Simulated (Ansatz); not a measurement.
This script for the interaction energy of a dimer with the counterpoise correction of CH3BS, SMILES B1CS1 with the Ansatz DFT code, driven from Python holds a mistake.

Script `dimer.py`:
```python
# -*- coding: utf-8 -*-
"""Interaction energy of two CH3BS molecules, with the counterpoise correction."""

import ansatz as az

BASIS = "def2-SVPD"
FUNCTIONAL = "b3lyp"
MESH = (2, 2, 2)

FIRST = [
    ("B", (-0.6217, -0.7523, -0.0836)),
    ("C", (0.2581, 0.5264, 0.1482)),
    ("S", (1.1093, -0.845, 0.6977)),
    ("H", (-1.3322, -1.1101, -0.9248)),
    ("H", (0.6716, 0.967, -0.7994)),
    ("H", (-0.085, 1.2142, 0.9619)),
]
SECOND = [
    ("B", (3.425, 2.5933, -1.8942)),
    ("C", (3.3335, 2.3079, -0.3537)),
    ("S", (3.5411, 3.9822, -0.6008)),
    ("H", (2.8894, 2.177, -2.8324)),
    ("H", (2.3023, 2.0251, -0.008)),
    ("H", (4.2182, 1.7946, 0.1011)),
]

def energy(atoms, ghosts=()):
    molecule = az.Crystal.molecule()
    for symbol, xyz in atoms:
        molecule = molecule.atom(symbol, xyz)
    calc = (
        molecule.calculation()
        .basis(gaussian=BASIS)
        .functional(FUNCTIONAL)
        .kpoints(*MESH)
    )
    deck = calc.input()
    if ghosts:
        deck = deck.set(az.key.basis.gaussian.ghost_atoms, [{"symbol": s, "position_ang": list(xyz)} for s, xyz in ghosts])
    return az.Session.from_dict(deck).plan().execute().report["free_energy_ev"]

# monomers in their own basis and in the basis of the dimer
both = energy(FIRST + SECOND)
alone = energy(FIRST) + energy(SECOND)
ghosted = energy(FIRST, SECOND) + energy(SECOND, FIRST)
print(f"dimer {both:.6f} eV")
print(f"interaction, uncorrected   {23.060548 * (both - alone):8.3f} kcal/mol")
print(f"interaction, counterpoise  {23.060548 * (both - ghosted):8.3f} kcal/mol")
print(f"basis-set superposition    {23.060548 * (alone - ghosted):8.3f} kcal/mol")
```

Running `python dimer.py` prints:
```text
Traceback (most recent call last):
  File "dimer.py", line 43, in <module>
    both = energy(FIRST + SECOND)
  File "dimer.py", line 40, in energy
    return az.Session.from_dict(deck).plan().execute().report["free_energy_ev"]
           ~~~~~~~~~~~~~~~~~~~~^^^^^^
ansatz.RefusalError: invalid value for `basis.gaussian`: such a run doesn't read kpoints; remove what it names
```

What is wrong, and how is it mended?

The fault: a molecule in a Gaussian basis takes no k-points. The correction:

```diff
--- before
+++ after
@@ -7,3 +7,2 @@
 FUNCTIONAL = "b3lyp"
-MESH = (2, 2, 2)
 
@@ -34,3 +33,2 @@
         .functional(FUNCTIONAL)
-        .kpoints(*MESH)
     )
```

After the fix:

`python dimer.py` gives:
```text
dimer -25184.545574 eV
interaction, uncorrected      0.384 kcal/mol
interaction, counterpoise     1.358 kcal/mol
basis-set superposition       0.974 kcal/mol
```

Total energies depend on the basis set; only differences at equal settings carry meaning. The dimer is a generated trial pose of unrelaxed monomers, not a minimum, so the figure is no binding energy, and the basis set is small. b3lyp holds the VWN-RPA fit, as in Gaussian; the form of ORCA and Turbomole is b3lyp5. This level lacks the dispersion part of the attraction (electrostatics and induction are there), which can decide the sign where the interaction is weak. Finished in 25 s on 1 thread of Intel(R) Xeon(R) Processor @ 2.30GHz (shared host), peak memory 0.48 GiB.
